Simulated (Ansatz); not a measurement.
# C2H8BFN2O: the cost of one run

Method: RKS PBE-D4/def2-SVP, in Ansatz 0.2.0.

**1. The structure to begin with**

Bond lengths: C1–O2 1.427 Å, O2–B3 1.453 Å, B3–N4 1.622 Å, B3–N5 1.514 Å, N5–C6 1.474 Å, C6–F7 1.366 Å, C1–H8 1.091 Å, C1–H9 1.185 Å, C1–H10 1.059 Å, N4–H11 0.979 Å, N4–H12 1.057 Å, N5–H13 1.076 Å, C6–H14 1.127 Å, C6–H15 1.134 Å. Angles (14 of 22 angles, heavy atoms first): C1–O2–B3 108.5°, O2–B3–N4 119.6°, O2–B3–N5 122.4°, N4–B3–N5 117.1°, B3–N5–C6 111.1°, N5–C6–F7 109.6°, O2–C1–H8 104.9°, O2–C1–H9 108.5°, O2–C1–H10 114.9°, B3–N4–H11 105.2°, B3–N4–H12 104.0°, B3–N5–H13 109.1°, C6–N5–H13 105.3°, N5–C6–H14 111.5°.

As a file:

```xyz
15

C    -0.7193   -1.8605   -0.4213
O    -0.2222   -0.8389   -1.2840
B     0.6542    0.0280   -0.5145
N     2.1988   -0.4036   -0.2723
N     0.2634    1.4382   -0.1254
C    -0.8624    1.4345    0.8262
F    -1.1053    2.7093    1.2534
H    -1.4058   -2.4412   -1.0396
H    -1.3765   -1.3513    0.4232
H     0.0239   -2.4768    0.0147
H     2.7318    0.3006   -0.6944
H     2.3148   -0.3605    0.7776
H    -0.1018    1.9550   -0.9962
H    -1.8008    1.0247    0.3549
H    -0.6147    0.7916    1.7271
```

**2. Relaxing end A**

Contents of input.yaml:

```yaml
crystal:
  periodic: [false, false, false]
  atoms:
    - { symbol: C, position_ang: [-0.7193, -1.8605, -0.4213] }
    - { symbol: O, position_ang: [-0.2222, -0.8389, -1.284] }
    - { symbol: B, position_ang: [0.6542, 0.028, -0.5145] }
    - { symbol: "N", position_ang: [2.1988, -0.4036, -0.2723] }
    - { symbol: "N", position_ang: [0.2634, 1.4382, -0.1254] }
    - { symbol: C, position_ang: [-0.8624, 1.4345, 0.8262] }
    - { symbol: F, position_ang: [-1.1053, 2.7093, 1.2534] }
    - { symbol: H, position_ang: [-1.4058, -2.4412, -1.0396] }
    - { symbol: H, position_ang: [-1.3765, -1.3513, 0.4232] }
    - { symbol: H, position_ang: [0.0239, -2.4768, 0.0147] }
    - { symbol: H, position_ang: [2.7318, 0.3006, -0.6944] }
    - { symbol: H, position_ang: [2.3148, -0.3605, 0.7776] }
    - { symbol: H, position_ang: [-0.1018, 1.955, -0.9962] }
    - { symbol: H, position_ang: [-1.8008, 1.0247, 0.3549] }
    - { symbol: H, position_ang: [-0.6147, 0.7916, 1.7271] }
basis:
  gaussian: { orbitals: def2-SVP }
hamiltonian:
  xc: pbe
  dispersion: d4
relax:
  f_tol: 0.015
  max_steps: 40
```

On the command line:

```
$ ansatz run input.yaml --threads 2 --pin off --max-ram 3072MiB --backend cpu --events-out ev --progress --plain --runs-dir out
```

What time and memory should one allow on 2 threads of Intel Xeon Platinum 8559C (Emerald Rapids), shared host?

About 46 s, with a peak of 0.21 GiB.
